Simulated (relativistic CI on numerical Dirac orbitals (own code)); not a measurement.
# Nd XIV (Nd¹³⁺): levels and lines

The task is the spectrum of Nd¹³⁺: levels, purity of their labels, lifetimes and lines; runs with one setting changed show what the result hangs on.

Program: relativistic CI on numerical Dirac orbitals (own code) version 4. Level of theory: Dirac-Coulomb-Breit CI, KLI orbitals optimised for each configuration, model QED (radiative potential, 1s self-energy scaled to tabulated hydrogen-like ionisation energies). These are calculated values, not measurements, unless marked.

## 1. The atom as given

* ion: Nd¹³⁺ (Nd XIV)
* nuclear charge: 60
* electrons: 47
* isotope: A = 142
* first configuration typed: [Kr] 4d10 5s

Outer shells as boxes (Hund's rule):

first configuration typed
```
[Kr] core
4d [↑↓][↑↓][↑↓][↑↓][↑↓]
5s [↑ ]
```

## 2. Base run

The run's settings:

```ini
atom Nd  Z=60  charge=13  electrons=47
nucleus A=142  rms_radius_fm=4.9123
hamiltonian dirac-coulomb  breit=on  qed=on  c_scale=1
orbitals kli  potential=per-configuration
slater_scale 1
correlation none
mixing on
configurations
  [Kr] 4d10 5s
  [Kr] 4d10 4f
  [Kr] 4d10 5p
  [Kr] 4d10 5d
  [Kr] 4d10 5f
  [Kr] 4d9 4f 5s
  [Kr] 4d10 5g
  [Kr] 4d10 6s
  [Kr] 4d10 6p
  [Kr] 4d9 5s2
  [Kr] 4d10 6d
  [Kr] 4d9 5s 5p
  [Kr] 4d10 7s
  [Kr] 4d10 6f
  [Kr] 4d10 7p
  [Kr] 4d10 7d
  [Kr] 4d10 8s
  [Kr] 4d9 5s 5d
  [Kr] 4d10 9s
end
```

On the command line:

```sh
$ python run_levels.py task.json out
```

One command runs all members of the session, one after another, from task.json.

## 3. Correlation estimate p86

The settings differ from step 2 so:

```diff
@@ -5,3 +5,3 @@
 slater_scale 1
-correlation none
+correlation p86
 mixing on
```

## 4. Without the Breit term

The settings differ from step 3 so:

```diff
@@ -2,6 +2,6 @@
 nucleus A=142  rms_radius_fm=4.9123
-hamiltonian dirac-coulomb  breit=on  qed=on  c_scale=1
+hamiltonian dirac-coulomb  breit=off  qed=on  c_scale=1
 orbitals kli  potential=per-configuration
 slater_scale 1
-correlation p86
+correlation none
 mixing on
```

## 5. The first configuration alone

The run's settings:

```ini
atom Nd  Z=60  charge=13  electrons=47
nucleus A=142  rms_radius_fm=4.9123
hamiltonian dirac-coulomb  breit=on  qed=on  c_scale=1
orbitals kli  potential=per-configuration
slater_scale 1
correlation none
mixing on
configurations
  [Kr] 4d10 5s
end
```

(Steps that only read results are left out.)

What does the calculation give? Wanted: lowest level; first excitation; lowest level of the other parity; fastest E1 line; ionisation energy.

The runs gave:

| run | time | mean size of shift, levels followed (cm⁻¹) | lowest level | ionisation energy (eV) |
| --- | --- | --- | --- | --- |
| main run | 1.4 s | 0 | 5s 2S1/2 | 240.97 |
| correlation estimate p86 | 1.4 s | 2629 | 5s 2S1/2 | 241.61 |
| without the Breit term | 1.2 s | 853 | 5s 2S1/2 | 241.09 |
| the first configuration alone | 0.065 s | - | 5s 2S1/2 | - |

The semi-empirical ionisation energy (NIST) is 243 eV.

| quantity | value |
| --- | --- |
| lowest level | 5s 2S1/2 |
| first excitation | 4f 2F°5/2, 52131 cm⁻¹ |
| lowest level of the other parity | 4f 2F°5/2, 52131 cm⁻¹ |
| levels in the model | 123 |
| fastest E1 line (by rate) to the lowest level | 7.663 nm, from 4d9 5s 4f 2P°3/2 (ii) |
| ionisation energy | 240.97 eV |
| ionisation energy, semi-empirical (NIST) | 243 eV |

What this shows: 5s 2S1/2 comes out lowest; its LS label holds 100 % and its jj label 100 %; over the low levels the means are 99 and 96 %, so both schemes do about equally well. Against the semi-empirical ionisation energy the result lies 0.83 % low. Of the changes tried, the run «correlation estimate p86» moves the low levels most, by 2629 cm⁻¹ on average. Low levels that differ in the count of f electrons can be misplaced by several ten thousand cm⁻¹. Lifetimes count radiative decay inside the model alone.
